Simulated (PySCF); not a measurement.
# GdF3(H2O): forces at shaken geometries

How stiff is GdF3(H2O)? Its atoms are displaced at random by several amounts. The species was built from a template and needn't be a known compound.

The runs use PySCF 2.14.0; r2SCAN, Gd lcecp-1-SVP with ECP53, F def2-SVP, O def2-SVP, H def2-SVP; scalar-relativistic core potentials, no spin–orbit coupling.

3 further runs of the same task are left out: 2 for a known fault of the program, 1 set aside as unsound or not needed.

### 1 Where the work starts

7 atoms, charge 0, spin multiplicity 1.

Bond lengths: Gd1–F2 2.057 Å, Gd1–F3 2.054 Å, Gd1–F4 2.057 Å, Gd1–O5 2.448 Å, O5–H6 0.968 Å, O5–H7 0.968 Å. Angles: F2–Gd1–F3 115.5°, F2–Gd1–F4 118.3°, F2–Gd1–O5 100.5°, F3–Gd1–F4 115.5°, F3–Gd1–O5 102.3°, F4–Gd1–O5 100.5°, Gd1–O5–H6 126.9°, Gd1–O5–H7 126.9°, H6–O5–H7 106.2°.

As a file:

```
Gd    0.08549   -0.08104    0.08104
F     1.10908    1.34947    1.14743
F    -1.30951   -1.14668    1.14668
F     1.10908   -1.14743   -1.34947
O    -1.31579    1.33818   -1.33818
H    -1.66315    2.21519   -1.12037
H    -1.66315    1.12037   -2.21519
```

Formal oxidation states: Gd +3. Each metal's 7 4f electrons lie in its core potential, so multiplicities, spins and levels count the valence alone. An earlier session relaxed this geometry at r2SCAN, Gd lcecp-1-SVP with ECP53, F def2-SVP, O def2-SVP, H def2-SVP (singlet, point group Cs).

Its energy there is -411.706450 Eh.

### 2 Atoms moved at random, σ = 0.06 Å

run.py (the lines that set the calculation) reads:

```python
mol = gto.M(atom='''
Gd     0.15162    -0.08757     0.00037
F      0.99079     1.29395     1.18562
F     -1.32108    -1.17212     1.09460
F      1.15914    -1.20264    -1.26358
O     -1.26102     1.36754    -1.40442
H     -1.72359     2.15961    -1.11044
H     -1.64382     1.28929    -2.15023''',
    basis={'Gd': 'lcecp-1-SVP', 'F': 'def2-SVP', 'O': 'def2-SVP', 'H': 'def2-SVP'},
    ecp={'Gd': 'lcecp-1-SVP'},
    charge=0, spin=0)
mf = dft.RKS(mol, xc='R2SCAN')
mf.grids.atom_grid = (50, 194)  # f atoms: unpruned, at least (60, 302)
mf = mf.density_fit()  # fitting sets: Gd AutoAux, F def2-universal-JKFIT, O def2-universal-JKFIT, H def2-universal-JKFIT
mf.conv_tol = 1e-08; mf.max_cycle = 55
mf.kernel(dm0)  # dm0: the density of the relaxed state
```

Started as:

```console
$ OMP_NUM_THREADS=2 python run.py
```

What it wrote:

```text
init E= -411.739195293537
  HOMO = -0.279416047392471  LUMO = -0.0310923134777887  gap/eV = 6.75723
cycle= 1 E= -411.674083466135  delta_E= 0.0651  |g|= 0.0799  |ddm|= 0.45
  HOMO = -0.257951655299094  LUMO = -0.0415728990289388  gap/eV = 5.88797
cycle= 2 E= -411.672237574066  delta_E= 0.00185  |g|= 0.132  |ddm|= 0.164
  HOMO = -0.275717794910812  LUMO = -0.0401343184396978  gap/eV = 6.41055
cycle= 3 E= -411.675426721498  delta_E= -0.00319  |g|= 0.0265  |ddm|= 0.103
  HOMO = -0.273462947917672  LUMO = -0.0398258147909623  gap/eV = 6.35759
cycle= 4 E= -411.675534619631  delta_E= -0.000108  |g|= 0.00892  |ddm|= 0.0222
  HOMO = -0.274435806677085  LUMO = -0.0398801473343333  gap/eV = 6.38258
cycle= 5 E= -411.67554849687  delta_E= -1.39e-05  |g|= 0.00203  |ddm|= 0.00666
  HOMO = -0.274288271261233  LUMO = -0.0398286240476153  gap/eV = 6.37997
cycle= 6 E= -411.675549066218  delta_E= -5.69e-07  |g|= 0.000889  |ddm|= 0.0016
  HOMO = -0.274348110622621  LUMO = -0.0397990297977664  gap/eV = 6.38241
cycle= 7 E= -411.675549200303  delta_E= -1.34e-07  |g|= 0.000189  |ddm|= 0.000679
  HOMO = -0.274346939391936  LUMO = -0.0398015900131838  gap/eV = 6.38230
cycle= 8 E= -411.675549207527  delta_E= -7.22e-09  |g|= 2.99e-05  |ddm|= 0.000174
  HOMO = -0.274337956863702  LUMO = -0.0398016190445603  gap/eV = 6.38206
Extra cycle  E= -411.675549206947  delta_E= 5.81e-10  |g|= 6.41e-05  |ddm|= 7.15e-05
converged SCF energy = -411.675549206947
```

It took 10 s on 2 threads of Intel Xeon Platinum 8259CL at 2.50GHz (Skylake/Cascade Lake), shared host.

It gives: E = -411.675549 Eh (+0.841 eV from the relaxed state), HOMO -7.47 eV, LUMO -1.08 eV, Mulliken charge on Gd1 +1.16 e, largest force component 9.483 eV/Å. 

```
atom      Fx      Fy  Fz (eV/Å)
 Gd1  -2.756  -0.290      1.540
  F2   0.677   0.825      0.542
  F3   0.826   0.607     -0.684
  F4   1.238  -1.134     -1.403
  O5   3.964   1.438      8.524
  H6   0.238   0.406      0.965
  H7  -4.187  -1.852     -9.483
```

### 3 Atoms moved at random, σ = 0.06 Å

run.py (the lines that set the calculation) reads:

```python
mol = gto.M(atom='''
Gd     0.00150    -0.02108    -0.02224
F      1.10643     1.31617     1.20264
F     -1.26571    -1.16455     1.09110
F      1.08723    -1.11149    -1.30583
O     -1.25961     1.35805    -1.34277
H     -1.62990     2.19897    -1.05592
H     -1.68791     1.07199    -2.21503''',
    basis={'Gd': 'lcecp-1-SVP', 'F': 'def2-SVP', 'O': 'def2-SVP', 'H': 'def2-SVP'},
    ecp={'Gd': 'lcecp-1-SVP'},
    charge=0, spin=0)
mf = dft.RKS(mol, xc='R2SCAN')
mf.grids.atom_grid = (50, 194)  # f atoms: unpruned, at least (60, 302)
mf = mf.density_fit()  # fitting sets: Gd AutoAux, F def2-universal-JKFIT, O def2-universal-JKFIT, H def2-universal-JKFIT
mf.conv_tol = 1e-08; mf.max_cycle = 55
mf.kernel(dm0)  # dm0: the density of the relaxed state
```

Started as:

```console
$ OMP_NUM_THREADS=2 python run.py
```

What it wrote:

```text
init E= -411.67479957263
  HOMO = -0.299714935256874  LUMO = -0.0750808048537657  gap/eV = 6.11261
cycle= 1 E= -411.695213972416  delta_E= -0.0204  |g|= 0.0871  |ddm|= 0.403
  HOMO = -0.262801880990602  LUMO = -0.0557952142806215  gap/eV = 5.63294
cycle= 2 E= -411.692530197584  delta_E= 0.00268  |g|= 0.151  |ddm|= 0.178
  HOMO = -0.278396195928732  LUMO = -0.0595197284255704  gap/eV = 5.95593
cycle= 3 E= -411.696756589487  delta_E= -0.00423  |g|= 0.0232  |ddm|= 0.111
  HOMO = -0.276954718114582  LUMO = -0.0605808136238153  gap/eV = 5.88783
cycle= 4 E= -411.696830631495  delta_E= -7.4e-05  |g|= 0.00995  |ddm|= 0.0203
  HOMO = -0.277991430000204  LUMO = -0.060395847142086  gap/eV = 5.92108
cycle= 5 E= -411.696848671056  delta_E= -1.8e-05  |g|= 0.00118  |ddm|= 0.00666
  HOMO = -0.277899628337872  LUMO = -0.0604322937862598  gap/eV = 5.91759
cycle= 6 E= -411.696848830524  delta_E= -1.59e-07  |g|= 0.000721  |ddm|= 0.00116
  HOMO = -0.277979092864418  LUMO = -0.0604403693943034  gap/eV = 5.91953
cycle= 7 E= -411.69684892253  delta_E= -9.2e-08  |g|= 0.000132  |ddm|= 0.000578
  HOMO = -0.277986661980967  LUMO = -0.0604443058494759  gap/eV = 5.91963
cycle= 8 E= -411.696848926299  delta_E= -3.77e-09  |g|= 2.02e-05  |ddm|= 0.000135
  HOMO = -0.277982392229299  LUMO = -0.0604458046794392  gap/eV = 5.91947
Extra cycle  E= -411.696848926128  delta_E= 1.71e-10  |g|= 3.72e-05  |ddm|= 4.54e-05
converged SCF energy = -411.696848926128
```

It took 11 s on 2 threads of Intel Xeon Platinum 8259CL at 2.50GHz (Skylake/Cascade Lake), shared host.

It gives: E = -411.696849 Eh (+0.261 eV from the relaxed state), HOMO -7.56 eV, LUMO -1.64 eV, Mulliken charge on Gd1 +1.14 e, largest force component 2.224 eV/Å. 

```
atom      Fx      Fy  Fz (eV/Å)
 Gd1   1.225   0.463      2.200
  F2  -0.622  -0.568     -0.698
  F3  -0.319  -0.139      0.040
  F4   0.482  -0.537     -0.784
  O5  -1.136  -0.422     -2.224
  H6  -0.303   0.335     -0.206
  H7   0.672   0.868      1.671
```

### 4 Atoms moved at random, σ = 0.03 Å

run.py (the lines that set the calculation) reads:

```python
mol = gto.M(atom='''
Gd     0.10334    -0.05052     0.13243
F      1.04454     1.33875     1.14346
F     -1.30344    -1.18094     1.16814
F      1.10844    -1.12228    -1.41114
O     -1.30602     1.32605    -1.38503
H     -1.65145     2.20189    -1.09378
H     -1.64337     1.13510    -2.20215''',
    basis={'Gd': 'lcecp-1-SVP', 'F': 'def2-SVP', 'O': 'def2-SVP', 'H': 'def2-SVP'},
    ecp={'Gd': 'lcecp-1-SVP'},
    charge=0, spin=0)
mf = dft.RKS(mol, xc='R2SCAN')
mf.grids.atom_grid = (50, 194)  # f atoms: unpruned, at least (60, 302)
mf = mf.density_fit()  # fitting sets: Gd AutoAux, F def2-universal-JKFIT, O def2-universal-JKFIT, H def2-universal-JKFIT
mf.conv_tol = 1e-08; mf.max_cycle = 55
mf.kernel(dm0)  # dm0: the density of the relaxed state
```

Started as:

```console
$ OMP_NUM_THREADS=2 python run.py
```

What it wrote:

```text
init E= -411.71771109563
  HOMO = -0.287749752882999  LUMO = -0.0423166992920372  gap/eV = 6.67857
cycle= 1 E= -411.693890575373  delta_E= 0.0238  |g|= 0.0763  |ddm|= 0.242
  HOMO = -0.263345350568217  LUMO = -0.0468851573726745  gap/eV = 5.89018
cycle= 2 E= -411.690287321162  delta_E= 0.0036  |g|= 0.163  |ddm|= 0.192
  HOMO = -0.279215472941967  LUMO = -0.0457613355468602  gap/eV = 6.35261
cycle= 3 E= -411.695291884814  delta_E= -0.005  |g|= 0.014  |ddm|= 0.111
  HOMO = -0.278740292145138  LUMO = -0.0455490755296601  gap/eV = 6.34546
cycle= 4 E= -411.695324496747  delta_E= -3.26e-05  |g|= 0.00791  |ddm|= 0.0162
  HOMO = -0.279696274858467  LUMO = -0.045563855940518  gap/eV = 6.37107
cycle= 5 E= -411.695335421864  delta_E= -1.09e-05  |g|= 0.00186  |ddm|= 0.00584
  HOMO = -0.2796784372969  LUMO = -0.0455644708304135  gap/eV = 6.37057
cycle= 6 E= -411.695336001977  delta_E= -5.8e-07  |g|= 0.000559  |ddm|= 0.00139
  HOMO = -0.279712319155977  LUMO = -0.0455429291810319  gap/eV = 6.37207
cycle= 7 E= -411.695336057183  delta_E= -5.52e-08  |g|= 0.000106  |ddm|= 0.000403
  HOMO = -0.279712143284563  LUMO = -0.0455418629922058  gap/eV = 6.37210
cycle= 8 E= -411.695336059007  delta_E= -1.82e-09  |g|= 4.24e-05  |ddm|= 9.87e-05
  HOMO = -0.279707556763379  LUMO = -0.0455431940932094  gap/eV = 6.37194
Extra cycle  E= -411.695336057772  delta_E= 1.24e-09  |g|= 9.3e-05  |ddm|= 9.48e-05
converged SCF energy = -411.695336057772
```

It took 11 s on 2 threads of Intel Xeon Platinum 8259CL at 2.50GHz (Skylake/Cascade Lake), shared host.

Read off: E = -411.695336 Eh (+0.302 eV from the relaxed state), HOMO -7.61 eV, LUMO -1.24 eV, Mulliken charge on Gd1 +1.17 e, largest force component 4.317 eV/Å. 

```
atom      Fx      Fy  Fz (eV/Å)
 Gd1  -1.002  -2.506     -2.029
  F2   1.054   1.565      1.170
  F3   0.325   0.342     -0.168
  F4  -0.471   0.630      0.850
  O5   1.430   1.549      4.317
  H6   0.216  -0.804     -0.472
  H7  -1.551  -0.776     -3.669
```

### 5 The displacements side by side

| σ (Å) | energy rise (eV) | harmonic estimate −½ F·u (eV) | largest force component (eV/Å) |
| --- | --- | --- | --- |
| 0.06 | 0.841 | 0.869 | 9.48 |
| 0.06 | 0.261 | 0.274 | 2.22 |
| 0.03 | 0.302 | 0.317 | 4.32 |

Every displacement raises the energy. For a harmonic well the rise equals −½ F·u; the two differ by at most 5 % here (a move with σ = 0.03 Å), from anharmonicity, the grid and the small forces left at the relaxed point. These are double-zeta-type bases without diffuse functions. Spin–orbit coupling is left out.
